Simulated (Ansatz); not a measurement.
# Os2N: the cost of one run

Computed with Ansatz 0.2.0 (DFT PBE, scalar-relativistic, plane waves, PAW, unless a step's input says otherwise).

The COD entry's cell or inner coordinates are ideal or old and differ from later refinements, so a difference from it is no clean test against experiment.

**1. The system as given**

Symmetry: Pn-3m, No. 224, cubic system. The conventional cell has a = 4.237 Å, b = 4.237 Å, c = 4.237 Å, α = 90.00°, β = 90.00°, γ = 90.00°. Os (site symmetry -3m) has 2 N at 1.83 Å as nearest neighbours. N (site symmetry -43m) is surrounded by 4 Os at 1.83 Å.

As a file:

```xyz
6
Lattice="4.2374 0.0000 0.0000 0.0000 4.2374 0.0000 0.0000 0.0000 4.2374" Properties=species:S:1:pos:R:3 pbc="T T T"
Os    1.0593    1.0593    1.0593
Os    1.0593    3.1780    3.1780
Os    3.1780    3.1780    1.0593
Os    3.1780    1.0593    3.1780
N     0.0000    0.0000    0.0000
N     2.1187    2.1187    2.1187
```

(A quick probe on a coarse mesh, which set the mesh and smearing, is not shown.)

**3. Coarse relaxation**

Input file input.yaml:

```yaml
crystal:
  lattice:
    - [4.2373817412, 0.0, 0.0]
    - [0.0, 4.2373817412, 0.0]
    - [0.0, 0.0, 4.2373817412]
  atoms:
    - { symbol: Os, position: [0.25, 0.25, 0.25] }
    - { symbol: Os, position: [0.25, 0.75, 0.75] }
    - { symbol: Os, position: [0.75, 0.75, 0.25] }
    - { symbol: Os, position: [0.75, 0.25, 0.75] }
    - { symbol: "N", position: [0.0, 0.0, 0.0] }
    - { symbol: "N", position: [0.5, 0.5, 0.5] }
basis:
  ecutwfc: 420
kpoints:
  mp_grid: { grid: [4, 4, 4] }
hamiltonian:
  xc: pbe
scf:
  occupations: { method: gaussian, width: 0.1 }
  lower_state_search: "off"
output:
  forces: true
  stress: true
  eigenvalues: true
relax:
  adjacent_minimum: "off"
  f_tol: 0.04
  max_steps: 70
  cell: { stress_tol: 0.4 }
```

The run is started by

```
ansatz run input.yaml --threads 1 --pin off --max-ram 2560MiB --backend cpu --events-out ev --progress --plain --runs-dir out
```

What time and memory should one allow on 1 thread of Arm Neoverse V1, shared host?

About 12 s, with a peak of 0.34 GiB.
